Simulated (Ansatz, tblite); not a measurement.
# The cluster Si₅B−: a ladder of methods and basis sets

One table from this session's results is given with a row withheld; the runs are named, their logs left out.

Program: Ansatz 0.2.0, Gaussian basis. Level of theory: as each input shows. These are calculated values, not measurements.

The runs, in order: GFN2-xTB, PBE-D4/def2-TZVPD, r2SCAN-D4/def2-TZVPD, B2PLYP/def2-TZVPD, HSE06-D4/def2-TZVPD, B97M-V/def2-TZVPD, PBE-D4/def2-SVPD, PBE0-D4/def2-SVPD, HF/6-31G, B3LYP-D4/6-31G, CCSD(T)/def2-TZVPPD, MP2/def2-TZVPD, RPA/def2-TZVPD.

3 further runs of the same task are left out: 3 set aside as unsound or not needed. Runs told in other sessions of the task aren't counted.

## The structure

The geometry is that of the singlet, from an earlier relaxation (PBE-D4/def2-SVPD). At that level it is the lowest of the isomers that a small search found.

6 atoms, charge -1, spin multiplicity 1.

Bond lengths: B1–Si2 2.098 Å, B1–Si4 1.922 Å, B1–Si5 1.887 Å, Si2–Si5 2.380 Å, Si2–Si6 2.469 Å, Si3–Si4 2.253 Å, Si3–Si6 2.344 Å, Si4–Si6 2.490 Å. Angles: Si2–B1–Si4 88.2°, Si2–B1–Si5 73.1°, Si4–B1–Si5 160.3°, B1–Si2–Si5 49.4°, B1–Si2–Si6 91.7°, Si5–Si2–Si6 134.6°, Si4–Si3–Si6 65.6°, B1–Si4–Si3 154.4°, B1–Si4–Si6 95.4°, Si3–Si4–Si6 59.0°, B1–Si5–Si2 57.5°, Si2–Si6–Si3 118.3°, Si2–Si6–Si4 68.7°, Si3–Si6–Si4 55.4°.

Geometry (Å):

| atom | x (Å) | y (Å) | z (Å) |
| --- | --- | --- | --- |
| B1 | 0.1946 | 0.9003 | -1.1004 |
| Si2 | -1.1828 | -0.6457 | -0.7654 |
| Si3 | 1.5297 | -0.8004 | 2.3489 |
| Si4 | 1.2408 | 0.2004 | 0.3514 |
| Si5 | -1.0779 | 0.9903 | -2.4911 |
| Si6 | -0.7044 | -0.6449 | 1.6567 |

The ion is computed in the gas phase, without counter-ions or solvent.

PBE0-D4/def2-TZVPD was run before; its log isn't repeated, and its numbers join the tables.

The first run:

Tight binding, by tblite at 300 K electronic temperature and without a spin-polarisation term:

```python
tblite.interface.Calculator('GFN2-xTB', numbers, positions, charge=-1, uhf=0).singlepoint()
```

start.molden holds the orbitals of an earlier run on this state, given as this run's starting guess.

in.yaml reads:

```yaml
crystal:
  periodic: [false, false, false]
  atoms:
    - {symbol: B, position_ang: [0.194587, 0.900302, -1.100437]}
    - {symbol: Si, position_ang: [-1.182829, -0.645681, -0.765428]}
    - {symbol: Si, position_ang: [1.529739, -0.800422, 2.348859]}
    - {symbol: Si, position_ang: [1.240802, 0.200385, 0.351393]}
    - {symbol: Si, position_ang: [-1.077911, 0.990304, -2.491055]}
    - {symbol: Si, position_ang: [-0.704388, -0.644898, 1.656667]}
basis:
  gaussian: {orbitals: def2-TZVPD, initial_orbitals: start.molden}
total_charge: -1
hamiltonian: {xc: pbe, dispersion: d4}
scf: {omitted_lower_state_checks: [starts]}
output: {orbitals: {seedname: orbitals}}
```

Run with:

```
$ ansatz run in.yaml --threads 4 --pin off --events-out ev --progress --plain --max-ram 4787MiB
```

Steps of the session up to this table: PBE-D4/def2-TZVPD; r2SCAN-D4/def2-TZVPD; B2PLYP/def2-TZVPD; HSE06-D4/def2-TZVPD; B97M-V/def2-TZVPD; PBE-D4/def2-SVPD; PBE0-D4/def2-SVPD; HF/6-31G; B3LYP-D4/6-31G; CCSD(T)/def2-TZVPPD; MP2/def2-TZVPD; RPA/def2-TZVPD.

One table of the session follows, with a row left open; its other results are not shown here.

| level | HOMO (eV) | LUMO (eV) | gap (eV) |
| --- | --- | --- | --- |
| HF/6-31G | ? | ? | ? |
| PBE-D4/def2-SVPD | -0.79 | 0.67 | 1.45 |
| PBE-D4/def2-TZVPD | -0.82 | 0.61 | 1.43 |
| r2SCAN-D4/def2-TZVPD | -0.95 | 0.63 | 1.58 |
| B97M-V/def2-TZVPD | -0.97 | 0.71 | 1.68 |
| B3LYP-D4/6-31G | -1.27 | 1.19 | 2.46 |
| PBE0-D4/def2-SVPD | -1.54 | 1.25 | 2.79 |
| PBE0-D4/def2-TZVPD | -1.56 | 1.20 | 2.76 |
| HSE06-D4/def2-TZVPD | -1.19 | 0.86 | 2.05 |

Q: Estimate the row for HF/6-31G from the others.

The run gave: HOMO (eV): -2.99; LUMO (eV): 3.68; gap (eV): 6.67. In the column «HOMO (eV)» it is the lowest.
